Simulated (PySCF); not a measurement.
# C8H7N3S: the cost of one run

The runs use PySCF 2.14.0, with density-fitted response routines of our own; the level of theory stands in each step. All values are computed, except where a source is named. Atoms count from 0, in the outputs and in this text.

**1. Starting geometry**

19 atoms, charge 0, multiplicity 1; geometry from: GFN2-xTB. The atoms were then displaced at random by about 0.01 Å, so the start is not that level's minimum.

Bonds of the start (Å): C0–N1 1.24, N1–C2 1.37, C2–C3 1.43, C3–C4 1.34, C4–C5 1.41, C5–N6 1.35, N6–S7 1.62, S7–N8 1.62, N8–C9 1.34, C9–C10 1.41, C10–C11 1.49, C10–C2 1.39, C9–C5 1.43, C0–H12 1.08, C0–H13 1.12, C3–H14 1.12, C4–H15 1.06, C11–H16 1.10, C11–H17 1.10, C11–H18 1.08.

**2. Geometry optimisation at PBE0-D3(BJ)/def2-SVP**

Job settings and geometry (Å):

```
{"job": {"xc": "PBE0", "basis": "def2-SVP", "d3": "d3bj", "grid": 1, "shake": 0.01, "kind": "geom"}, "charge": 0, "multiplicity": 1}
C     -2.993290    -0.141500     0.620080
N     -1.908700     0.427720     0.813000
C     -0.710840    -0.094670     0.398090
C     -0.355060    -1.462410     0.624040
C      0.821690    -2.010090     0.306190
C      1.788940    -1.152630    -0.252980
N      3.040370    -1.474950    -0.628710
S      3.758840    -0.145580    -1.208660
N      2.530040     0.891090    -0.988630
C      1.492070     0.232290    -0.463100
C      0.235270     0.775760    -0.120600
C     -0.061080     2.217320    -0.372580
H     -3.194980    -1.019330     0.024550
H     -3.911350     0.357870     1.035330
H     -1.158390    -2.089570     1.080430
H      1.053710    -3.027980     0.499110
H     -0.532850     2.347970    -1.358810
H     -0.772350     2.583310     0.380650
H      0.847250     2.792440    -0.366670
```

On the command line:

```console
> OMP_NUM_THREADS=1 python probes_run.py task.json out
```

This one command runs all jobs of the session in turn.

Q: Estimate the wall time and peak memory of this first job on 1 thread of Intel Xeon at 2.80GHz, shared host.

About 5 min, with a peak of 0.93 GiB.
